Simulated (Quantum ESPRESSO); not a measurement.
# Pd in Quantum ESPRESSO: notebook, part 3 of 3

Quantum ESPRESSO 7.5. The steps go on from the part before.

**4. Work function, AM05**

The input, pw.in:

```
&CONTROL
  calculation = 'scf'
  prefix = 'pwscf'
  outdir = './tmp'
  pseudo_dir = './pseudo'
  tprnfor = .true.
  disk_io = 'low'
/
&SYSTEM
  ibrav = 0
  celldm(1) = 8
  nat = 5
  ntyp = 1
  ecutwfc = 70
  nbnd = 58
  input_dft = 'XC-000I-000I-120L-135L-000I-000I'
  occupations = 'smearing'
  smearing = 'fd'
  degauss = 0.00367493
/
&ELECTRONS
  conv_thr = 5d-09
  electron_maxstep = 150
  mixing_beta = 0.3
  mixing_mode = 'local-TF'
/
ATOMIC_SPECIES
Pd   106.4200 Pd_ONCV_PBE-1.2.upf
CELL_PARAMETERS alat
  0.6497123980372   0.0000000000000   0.0000000000000
 -0.3248561990186   0.5626674418539  -0.0000000000000
  0.0000000000000   0.0000000000000   5.6651882900083
ATOMIC_POSITIONS crystal
Pd     0.6666666667    0.3333333333    0.3127200988
Pd     0.3333333333    0.6666666667    0.4063600494
Pd     0.0000000000    0.0000000000    0.5000000000
Pd     0.6666666667    0.3333333333    0.5936399506
Pd     0.3333333333    0.6666666667    0.6872799012
K_POINTS automatic
9 9 1 0 0 0
```

The input, pp_density.in:

```
&INPUTPP
  prefix = 'pwscf'
  outdir = './tmp'
  filplot = 'density.dat'
  plot_num = 0
/
&PLOT
  nfile = 1
  filepp(1) = 'density.dat'
  iflag = 3
  output_format = 6
  fileout = 'density.cube'
/
```

The input, pp_potential.in:

```
&INPUTPP
  prefix = 'pwscf'
  outdir = './tmp'
  filplot = 'potential.dat'
  plot_num = 11
/
&PLOT
  nfile = 1
  filepp(1) = 'potential.dat'
  iflag = 3
  output_format = 6
  fileout = 'potential.cube'
/
```

The input, pp_elf.in:

```
&INPUTPP
  prefix = 'pwscf'
  outdir = './tmp'
  filplot = 'elf.dat'
  plot_num = 8
/
&PLOT
  nfile = 1
  filepp(1) = 'elf.dat'
  iflag = 3
  output_format = 6
  fileout = 'elf.cube'
/
```

Potentials or basis: SG15 PBE 1.2.

Started as:

```sh
$ OMP_NUM_THREADS=1 mpirun -n 2 pw.x -nk 2 -in pw.in > pw.out
$ OMP_NUM_THREADS=1 mpirun -n 1 pp.x -in pp_density.in > pp_density.out
$ OMP_NUM_THREADS=1 mpirun -n 1 pp.x -in pp_potential.in > pp_potential.out
$ OMP_NUM_THREADS=1 mpirun -n 1 pp.x -in pp_elf.in > pp_elf.out
```

pw.out:

```text
This program is part of the open-source Quantum ESPRESSO suite
     for quantum simulation of materials; please cite
         "P. Giannozzi et al., J. Phys.:Condens. Matter 21 395502 (2009);
         "P. Giannozzi et al., J. Phys.:Condens. Matter 29 465901 (2017);
         "P. Giannozzi et al., J. Chem. Phys. 152 154105 (2020);
     in publications or presentations arising from this work. More details at

     IMPORTANT: XC functional enforced from input :
     Exchange-correlation= XC-000I-000I-120L-135L-000I-000I
                           (   0   0 120 135   0   0   0)
     Any further DFT definition will be discarded
     Please, verify this is what you really want

     Message from routine setup:
[... 7 lines left out ...]
     --------------------
     sticks:   dense  smooth     PW     G-vecs:    dense   smooth      PW
     Sum         511     511    163                83719    83719   13891

     Using Slab Decomposition

     bravais-lattice index     =            0
     lattice parameter (alat)  =       8.0000  a.u.
     unit-cell volume          =    1060.3696 (a.u.)^3
     number of atoms/cell      =            5
     number of atomic types    =            1
     number of electrons       =        90.00
     number of Kohn-Sham states=           58
     kinetic-energy cutoff     =      70.0000  Ry
     charge density cutoff     =     280.0000  Ry
     scf convergence threshold =      5.0E-09
     mixing beta               =       0.3000
     number of iterations used =            8  local-TF  mixing
     Exchange-correlation= XC-000I-000I-120L-135L-000I-000I
                           (   0   0 120 135   0   0   0)

     celldm(1)=   8.000000  celldm(2)=   0.000000  celldm(3)=   0.000000
     celldm(4)=   0.000000  celldm(5)=   0.000000  celldm(6)=   0.000000

     crystal axes: (cart. coord. in units of alat)
               a(1) = (   0.649712   0.000000   0.000000 )
               a(2) = (  -0.324856   0.562667  -0.000000 )
               a(3) = (   0.000000   0.000000   5.665188 )

     reciprocal axes: (cart. coord. in units 2 pi/alat)
               b(1) = (  1.539143  0.888624 -0.000000 )
               b(2) = (  0.000000  1.777249  0.000000 )
               b(3) = ( -0.000000  0.000000  0.176517 )

     PseudoPot. # 1 for Pd read from file:
     Pd_ONCV_PBE-1.2.upf
     Pseudo is Norm-conserving, Zval = 18.0
[... 29 lines left out ...]
        k(    5) = (   0.0000000   0.7898883   0.0000000), wk =   0.1481481
        k(    6) = (   0.1710158   0.2962081   0.0000000), wk =   0.1481481
        k(    7) = (   0.1710158   0.4936802   0.0000000), wk =   0.2962963
        k(    8) = (   0.1710158   0.6911523   0.0000000), wk =   0.2962963
        k(    9) = (   0.1710158   0.8886244   0.0000000), wk =   0.1481481
        k(   10) = (   0.3420317   0.5924162   0.0000000), wk =   0.1481481
        k(   11) = (   0.3420317   0.7898883   0.0000000), wk =   0.2962963
        k(   12) = (   0.5130475   0.8886244   0.0000000), wk =   0.0493827

     Dense  grid:    83719 G-vectors     FFT dimensions: (  27,  27, 243)

     WARNING: libxc functional with ID  120 depends
      on external parameters: check the user_guide of
      QE if you need to modify them or to check their
      default values.

     WARNING: libxc functional with ID  135 depends
      on external parameters: check the user_guide of
      QE if you need to modify them or to check their
      default values.

     Initial potential from superposition of free atoms

     starting charge      89.7763, renormalised to      90.0000

     negative rho (up, down):  2.656E-04 0.000E+00
     Starting wfcs are random

     Self-consistent Calculation

     iteration #  1     ecut=    70.00 Ry     beta= 0.30
     Davidson diagonalization with overlap
     ethr =  1.00E-02,  avg # of iterations = 10.6

     Threshold (ethr) on eigenvalues was too large:
     Diagonalizing with lowered threshold

     Davidson diagonalization with overlap
     ethr =  2.05E-04,  avg # of iterations =  3.2

     negative rho (up, down):  1.736E-07 0.000E+00
[... 129 lines left out ...]
     iteration # 17     ecut=    70.00 Ry     beta= 0.30
     Davidson diagonalization with overlap
     ethr =  3.44E-11,  avg # of iterations =  4.9

     End of self-consistent calculation

          k = 0.0000 0.0000 0.0000 ( 10345 PWs)   bands (ev):

   -77.7644 -77.7093 -77.7025 -77.3250 -77.3250 -43.4569 -43.2930 -43.1651
   -43.1432 -43.1432 -43.0900 -43.0900 -43.0815 -43.0815 -42.7872 -42.7872
   -42.7872 -42.7872 -42.7061 -42.7048  -0.4050   0.4452   1.1762   1.4661
     1.5562   3.6450   3.7317   3.7673   3.7673   3.8363   3.8363   3.9641
     3.9641   4.1545   4.2302   4.2302   4.2595   4.2595   5.3520   5.3611
     5.3611   5.4907   5.4907   5.8432   5.8432   6.3189   6.3189   6.5508
     6.5508   7.2498   7.9237  11.6371  12.2053  13.0208  14.6335  15.2377
    17.2059  17.8826
[... 113 lines left out ...]
   -77.7168 -77.6679 -77.6679 -77.2843 -77.2843 -43.3919 -43.3919 -43.3832
   -43.3149 -43.3080 -43.3080 -43.2169 -43.2169 -43.2139 -43.0076 -43.0073
   -42.9956 -42.9956 -42.6733 -42.6733   2.3499   2.3499   2.3655   2.7596
     2.7880   2.7880   2.9665   3.2161   3.2161   3.6936   3.8570   3.8570
     4.3025   4.3450   4.3559   4.3559   5.1312   5.1312   5.3398   5.4663
     6.1605   6.1605   6.3382   6.4103   6.4103  12.7279  12.7279  12.8966
    13.2883  13.6571  13.6571  14.6555  14.6555  15.2312  15.9007  15.9229
    15.9229  18.0412

     the Fermi energy is     6.5915 ev

!    total energy              =   -1265.23869565 Ry
     estimated scf accuracy    <          7.0E-10 Ry
     smearing contrib. (-TS)   =      -0.00770349 Ry
     internal energy E=F+TS    =   -1265.23099216 Ry

     The total energy is F=E-TS. E is the sum of the following terms:
     one-electron contribution =   -9911.73324060 Ry
     hartree contribution      =    4967.60929606 Ry
     xc contribution           =    -122.18125030 Ry
     ewald contribution        =    3801.07420268 Ry

     convergence has been achieved in  17 iterations

     Forces acting on atoms (cartesian axes, Ry/au):

     atom    1 type  1   force =     0.00000000   -0.00000000    0.00471635
     atom    2 type  1   force =     0.00000000   -0.00000000    0.00355245
     atom    3 type  1   force =     0.00000000   -0.00000000    0.00000000
     atom    4 type  1   force =     0.00000000    0.00000000   -0.00355245
     atom    5 type  1   force =    -0.00000000    0.00000000   -0.00471635

     Total force =     0.008350     Total SCF correction =     0.000046

=------------------------------------------------------------------------------=
   JOB DONE.
=------------------------------------------------------------------------------=
```

pp_potential.out:

```text
This program is part of the open-source Quantum ESPRESSO suite
     for quantum simulation of materials; please cite
         "P. Giannozzi et al., J. Phys.:Condens. Matter 21 395502 (2009);
         "P. Giannozzi et al., J. Phys.:Condens. Matter 29 465901 (2017);
         "P. Giannozzi et al., J. Chem. Phys. 152 154105 (2020);
     in publications or presentations arising from this work. More details at

     WARNING: libxc functional with ID  120 depends
      on external parameters: check the user_guide of
      QE if you need to modify them or to check their
      default values.

     WARNING: libxc functional with ID  135 depends
      on external parameters: check the user_guide of
      QE if you need to modify them or to check their
      default values.

     IMPORTANT: XC functional enforced from input :
     Exchange-correlation= XC-000I-000I-120L-135L-000I-000I
                           (   0   0 120 135   0   0   0)
     Any further DFT definition will be discarded
     Please, verify this is what you really want

     G-vector sticks info
     --------------------
     sticks:   dense  smooth     PW     G-vecs:    dense   smooth      PW
     Sum         511     511    163                83719    83719   13891

     Using Slab Decomposition

     Calling punch_plot, plot_num =  11
     Writing data to file  potential.dat
     Reading data from file  potential.dat

     Writing data to be plotted to file potential.cube
     Plot Type: 3D                     Output format: Gaussian cube

=------------------------------------------------------------------------------=
   JOB DONE.
=------------------------------------------------------------------------------=
```

It took 6.4 min on 2 MPI ranks of Intel Xeon at 2.50GHz (Skylake/Cascade Lake), shared host; peak memory 0.44 GiB.

Results:

| Quantity | Value |
| --- | --- |
| Free energy | -17214.4494 eV |
| Largest force | 0.121 eV/Å |
| Band gap on the k mesh | none (metal or under the smearing width) |
| Work function of the upper face | 5.27 eV |
| Work function of the lower face | 5.27 eV |

Forces in eV/Å, atoms in the order of the input:
```
Pd   0.000  0.000  0.121
Pd   0.000  0.000  0.091
Pd   0.000  0.000  0.000
Pd   0.000  0.000 -0.091
Pd   0.000  0.000 -0.121
```

Caveat: the potentials were made for another functional, which shifts forces and pressure.

**5. Overview**

```csv
level,gap on the mesh (eV),largest force (eV/Å),work function (eV)
RPBE,none,0.52,5.06
revPBE,none,0.47,5.09
AM05,none,0.12,5.27
```

Alike in all rows: task work function; potentials or basis SG15 PBE 1.2; no spin polarisation; cell as given; k mesh 9 × 9 × 1; cutoff (eV) 952; smearing fermi-dirac 0.05 eV.

Every run on the cell as given and a fine mesh finds a metal.

Caveats: the potentials were made for another functional, which shifts forces and pressure.

Total energies depend on the potentials used, so only differences within one code and one set of settings carry meaning.
